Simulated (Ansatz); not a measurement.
From input file to script: CH10GeSi2, SMILES [CH3][GeH2][SiH2][SiH3] in Ansatz 0.2.0.

```yaml
crystal:
  periodic: [false, false, false]
  atoms:
    - { symbol: C, position_ang: [1.7569, -0.8457, 0.8832] }
    - { symbol: Ge, position_ang: [1.2338, 0.8895, 0.1806] }
    - { symbol: Si, position_ang: [-0.5855, 0.6156, -1.2183] }
    - { symbol: Si, position_ang: [-2.2292, -0.3782, -0.0814] }
    - { symbol: H, position_ang: [2.6328, -0.7246, 1.5528] }
    - { symbol: H, position_ang: [0.9114, -1.2822, 1.4536] }
    - { symbol: H, position_ang: [2.0224, -1.519, 0.0425] }
    - { symbol: H, position_ang: [2.4128, 1.5069, -0.6135] }
    - { symbol: H, position_ang: [0.8437, 1.8231, 1.3544] }
    - { symbol: H, position_ang: [-0.2018, -0.2275, -2.3601] }
    - { symbol: H, position_ang: [-1.04, 1.9283, -1.6998] }
    - { symbol: H, position_ang: [-2.6033, 0.4623, 1.0654] }
    - { symbol: H, position_ang: [-3.3927, -0.5626, -0.9612] }
    - { symbol: H, position_ang: [-1.7613, -1.6858, 0.4018] }
basis:
  gaussian:
    orbitals: cc-pVDZ
hamiltonian:
  xc:
    name: B2GP-PLYP
```

`ch10gesi2.py`
```python
'''Single point of CH10GeSi2.'''

import json
import warnings

import ansatz as az

GEOMETRY = '''
C     1.75690   -0.84570    0.88320
Ge    1.23380    0.88950    0.18060
Si   -0.58550    0.61560   -1.21830
Si   -2.22920   -0.37820   -0.08140
H     2.63280   -0.72460    1.55280
H     0.91140   -1.28220    1.45360
H     2.02240   -1.51900    0.04250
H     2.41280    1.50690   -0.61350
H     0.84370    1.82310    1.35440
H    -0.20180   -0.22750   -2.36010
H    -1.04000    1.92830   -1.69980
H    -2.60330    0.46230    1.06540
H    -3.39270   -0.56260   -0.96120
H    -1.76130   -1.68580    0.40180
'''

warnings.simplefilter('ignore', az.DeckWarning)

ch10gesi2 = az.Crystal.molecule()
for line in GEOMETRY.strip().splitlines():
    symbol, *xyz = line.split()
    ch10gesi2 = ch10gesi2.atom(symbol, [float(v) for v in xyz])

base = (
    ch10gesi2.calculation()
    .basis(gaussian='cc-pVDZ')
    .functional(az.LibraryFunctional('B2GP-PLYP'))
)
outcome = base.run()
report = outcome.report

print(f'E = {report["free_energy_ev"]:.6f} eV = {report["free_energy_ev"] / 27.211386246:.7f} Ha')
print('converged:', report['converged'], ' doubts:', report['published_state_doubts'] or 'none')

state = report['mean_field']['state']
print(f'mean field: {state["energy"]["hartree"]:.7f} Ha, <S^2> = {abs(state["spin_squared"]):.4f}, stability: {state.get("stability", {}).get("kind")}')
with open('ch10gesi2.json', 'w') as handle:
    json.dump({k: report[k] for k in ('free_energy_ev', 'reference_energy_ev', 'n_occupied', 'n_virtual')}, handle, indent=1)
```

```console
$ python ch10gesi2.py
E = -73445.708114 eV = -2699.0799899 Ha
converged: True  doubts: none
mean field: -2698.8776428 Ha, <S^2> = 0.0000, stability: minimum
```

Reading the output:
- Total energies depend on the basis set; only differences at equal settings carry meaning.
- The geometry is a force-field or estimated start, not a minimum of this method, and the basis set is short of its limit.
- For a double hybrid the total adds scaled second-order correlation to the self-consistent reference.
- Wall time of the script: 12 s on 1 thread of Arm Neoverse V1, with other jobs on the host, peak memory 0.37 GiB.

(A comment or docstring line of the script was reworded after the run, the code is as it ran; lines on the test bed's own set-up are left out of the output.)
